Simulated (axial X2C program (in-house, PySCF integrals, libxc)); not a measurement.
# Linear RuOH⁻ at several levels

Aim: the two bond lengths and stretching wavenumbers of linear RuOH⁻, with and without spin–orbit coupling, at PBE0, HF, r2SCAN, MP2.

The runs use an in-house X2C program for linear molecules on PySCF integrals; all-electron X2C, two-component (2c) or spin-free, Ru dyall-v3z, O dyall-av3z, H dyall-v3z.

All values are calculated.

2 further runs of the same task are left out: 2 set aside as unsound or not needed.

## (1) Input

File task.json:

```json
{
 "zs": [
  44,
  8,
  1
 ],
 "q": -1,
 "bas": [
  "dyall-v3z",
  "dyall-av3z",
  "dyall-v3z"
 ],
 "r0": [
  1.88,
  0.96
 ],
 "symm": 0,
 "scan": [
  "PBE0",
  "HF",
  "r2SCAN"
 ],
 "levels": [
  "PBE0",
  "HF",
  "B3LYP"
 ],
 "nst": 2
}
```

Keys: zs atomic numbers; q charge; bas basis sets; r0 starting distance in Å; symm equal bonds; scan levels of the two-bond scan (MP2 follows by itself at each HF point); levels methods; nst determinants followed.

Command:

```
$ python solin.py task.json out
```

Masses Ru 101.904, O 15.995, H 1.008 u.

## (2) Scan at PBE0, 2c

State: Ω = 4 (beyond evenly filled blocks: ω = 3/2, ω = 5/2). Energies above the lowest point, from the job's result record:

| r(Ru–O) (Å) | r(O–H) (Å) | E (meV) |
| --- | --- | --- |
| 1.9071 | 0.9311 | 31.96 |
| 1.9071 | 0.9550 | 16.38 |
| 1.9071 | 0.9789 | 30.80 |
| 1.9560 | 0.9311 | 14.72 |
| 1.9560 | 0.9550 | 0.00 |
| 1.9560 | 0.9789 | 15.45 |
| 1.9560 | 1.0028 | 56.19 |
| 2.0049 | 0.9311 | 31.78 |
| 2.0049 | 0.9550 | 17.56 |
| 2.0049 | 0.9789 | 33.65 |
| 2.0538 | 0.9550 | 60.47 |
| 2.0538 | 1.0028 | 118.90 |

A quadratic surface with cubic terms in each bond gives the minimum at 1.953 and 0.954 Å, force constants 2.3, 8.48 and coupling 0.09 mdyn/Å.

## (3) Scan at HF, 2c

State: Ω = 4 (beyond evenly filled blocks: ω = 3/2, ω = 5/2). Energies above the lowest point, from the job's result record:

| r(Ru–O) (Å) | r(O–H) (Å) | E (meV) |
| --- | --- | --- |
| 1.9071 | 0.9311 | 84.72 |
| 1.9071 | 0.9550 | 101.48 |
| 1.9071 | 0.9789 | 149.31 |
| 1.9560 | 0.9311 | 20.33 |
| 1.9560 | 0.9550 | 36.98 |
| 1.9560 | 0.9789 | 84.72 |
| 1.9560 | 1.0028 | 158.70 |
| 2.0049 | 0.9311 | 0.00 |
| 2.0049 | 0.9550 | 16.37 |
| 2.0049 | 0.9789 | 63.85 |
| 2.0538 | 0.9550 | 29.80 |
| 2.0538 | 1.0028 | 150.25 |

A quadratic surface with cubic terms in each bond gives the minimum at 2.007 and 0.932 Å, force constants 2.24, 10 and coupling -0.03 mdyn/Å.

## (4) Scan at r2SCAN, 2c

State: Ω = 4 (beyond evenly filled blocks: ω = 3/2, ω = 5/2). Energies above the lowest point, from the job's result record:

| r(Ru–O) (Å) | r(O–H) (Å) | E (meV) |
| --- | --- | --- |
| 1.9071 | 0.9311 | 39.45 |
| 1.9071 | 0.9550 | 17.93 |
| 1.9071 | 0.9789 | 25.61 |
| 1.9560 | 0.9311 | 20.22 |
| 1.9560 | 0.9550 | 0.00 |
| 1.9560 | 0.9789 | 9.26 |
| 1.9560 | 1.0028 | 43.11 |
| 2.0049 | 0.9311 | 36.46 |
| 2.0049 | 0.9550 | 17.09 |
| 2.0049 | 0.9789 | 27.42 |
| 2.0538 | 0.9550 | 60.62 |
| 2.0538 | 1.0028 | 107.64 |

A quadratic surface with cubic terms in each bond gives the minimum at 1.954 and 0.959 Å, force constants 2.36, 8.02 and coupling 0.15 mdyn/Å.

## (5) Comparison

| level | r(Ru–O) (Å) | r(O–H) (Å) | lower stretch (cm⁻¹) | upper stretch (cm⁻¹) |
| --- | --- | --- | --- | --- |
| PBE0, 2c | 1.953 | 0.954 | 518.0 | 3896.1 |
| HF, 2c | 2.007 | 0.932 | 510.6 | 4236.5 |
| r2SCAN, 2c | 1.954 | 0.959 | 524.5 | 3788.0 |
| MP2, 2c | 1.951 | 0.955 | 536.0 | 3928.9 |
| PBE0, spin-free | 1.953 | 0.954 | 517.9 | 3894.1 |
| HF, spin-free | 2.007 | 0.932 | 512.1 | 4236.6 |
| r2SCAN, spin-free | 1.954 | 0.959 | 524.6 | 3787.1 |
| MP2, spin-free | 1.968 | 0.956 | 520.6 | 3922.6 |

Scans not shown above were run alike.

In words: Over the levels the Ru–O bond spans 1.951 to 2.007 Å and the O–H bond 0.932 to 0.959 Å. At PBE0 spin–orbit coupling leaves both bonds unchanged to 0.001 Å. Each state is one determinant, the lowest of a limited PBE0 search; the stretches come from a fit to few points and are good to some per cent at best. MP2 freezes inner shells (threshold -2 hartree). For an anion the highest level of a functional can be positive, and the basis then holds the extra electron. The molecule was held linear; bending was not examined, so a bent shape may lie lower. Open-shell Ω = 0 determinants with evenly filled partner blocks cannot be reached by this program, so the Ω shown need not be the lowest component. Note: functional without a current term on a determinant with orbital currents, of the molecule or an atom. Note: several unpaired electrons, one determinant need not be a pure state.
